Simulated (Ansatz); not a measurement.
# Co (Co (10-10), 6 layers): how the settings move a single-point run

How sensitive is a single-point run of Co (Co (10-10), 6 layers) to its settings? A reference run comes first, then one run with altered input.

Method: reference: DFT, LDA, PAW with Ansatz's default frozen-core files, scalar-relativistic, in Ansatz 0.2.0.

## (1) The system as given

Symmetry: Pmmn, No. 59, orthorhombic system. The conventional cell has a = 2.430 Å, b = 3.918 Å, c = 20.909 Å, α = 90.00°, β = 90.00°, γ = 90.00°. Co (site symmetry mm2) has 8 Co at 2.41 to 2.43 Å as nearest neighbours. Around Co (site symmetry mm2) lie 10 Co at 2.41 to 2.43 Å. Around Co (site symmetry mm2) lie 12 Co at 2.41 to 2.43 Å.

As a file:

```cif
data_structure
_symmetry_space_group_name_H-M 'P 1'
_symmetry_Int_Tables_number 1
_cell_length_a 2.4295
_cell_length_b 3.9181
_cell_length_c 20.9094
_cell_angle_alpha 90.000
_cell_angle_beta 90.000
_cell_angle_gamma 90.000
_cell_volume 199.04
loop_
_atom_site_label
_atom_site_type_symbol
_atom_site_fract_x
_atom_site_fract_y
_atom_site_fract_z
_atom_site_occupancy
Co1 Co 0.75000 0.75000 0.38260 1
Co2 Co 0.25000 0.25000 0.41614 1
Co3 Co 0.25000 0.75000 0.48323 1
Co4 Co 0.75000 0.25000 0.51677 1
Co5 Co 0.75000 0.75000 0.58386 1
Co6 Co 0.25000 0.25000 0.61740 1
```

## (2) The reference run

File input.yaml:

```yaml
crystal:
  lattice:
    - [2.4295452198, 0.0, 0.0]
    - [0.0, 3.918116458, 0.0]
    - [0.0, 0.0, 20.9094]
  atoms:
    - { symbol: Co, position: [0.75, 0.75, 0.3826019623], spin: 1.7 }
    - { symbol: Co, position: [0.25, 0.25, 0.416144259], spin: 1.7 }
    - { symbol: Co, position: [0.25, 0.75, 0.4832288516], spin: 1.7 }
    - { symbol: Co, position: [0.75, 0.25, 0.5167711484], spin: 1.7 }
    - { symbol: Co, position: [0.75, 0.75, 0.583855741], spin: 1.7 }
    - { symbol: Co, position: [0.25, 0.25, 0.6173980377], spin: 1.7 }
magnetization:
  spin_polarized: true
kpoints:
  mp_grid: { grid: [15, 9, 1] }
scf:
  occupations: { method: fermi_dirac, width: 0.05 }
hamiltonian:
  xc: lda
  pseudopotentials: { kind: paw }
output:
  forces: true
  stress: true
  eigenvalues: true
  populations: true
efield:
  axis: 3
  amplitude: 0
  dipole_correction: true
```

Launch:

```sh
$ ansatz run input.yaml --threads 3 --pin off --max-ram 9216MiB --backend cpu --events-out ev --progress --plain --runs-dir out
```

## (3) Changed: dr2_threshold 1.0e-09, xc r2scan

Changes to input.yaml since step 2:

```diff
@@ -18,4 +18,5 @@
   occupations: { method: fermi_dirac, width: 0.05 }
+  convergence: { dr2_threshold: 1.0e-09 }
 hamiltonian:
-  xc: lda
+  xc: r2scan
   pseudopotentials: { kind: paw }
@@ -26,2 +27,6 @@
   populations: true
+  write_density: true
+  write_potential: true
+  elf: true
+  volumetric_format: npy
 efield:
```

**Question.** What will these runs give? Wanted: for each run, ending; energy change; abs. moment; force.

**Answer**, as computed:

| run | ending | energy change | abs. moment (μB) | force (eV/Å) | cycles | time |
| --- | --- | --- | --- | --- | --- | --- |
| reference | converged | - | 10.49 | 0.58 | 21 | 1.8 min |
| 1: dr2_threshold 1.0e-09, xc r2scan | converged | not comparable | 12.68 | 0.50 | 26 | 5.4 min |

Times don't compare one to one where runs were asked for different outputs or read a saved state (see the inputs); cycles may leave out searches for a lower state.

Residual by cycle in the longest SCF loop of each run; runs are numbered as in the table. The quantity is the density residual dr2, in eV.

| cycle | reference | run 1 |
| --- | --- | --- |
| 1 | 11.6 | 8.69 |
| 3 | 0.247 | 0.343 |
| 6 | 0.021 | 0.0144 |
| 8 | 7.6e-5 | 0.00208 |
| 10 | 5.0e-6 | 5.9e-5 |
| 12 | 3.8e-8 | 2.8e-5 |
| 15 | 1.4e-9 | 5.2e-7 |
| 17 | 2.3e-8 | 4.5e-8 |
| 19 | 6.4e-10 | 4.6e-9 |
| 21 | 5.2e-10 | 4.2e-10 |
| 24 | - | 8.0e-11 |
| 26 | - | 3.8e-11 |

After a change of functional the difference of the totals has no physical meaning; the absolute moment goes from 10.49 to 12.68 μB and the largest force goes from 0.58 to 0.50 eV/Å.
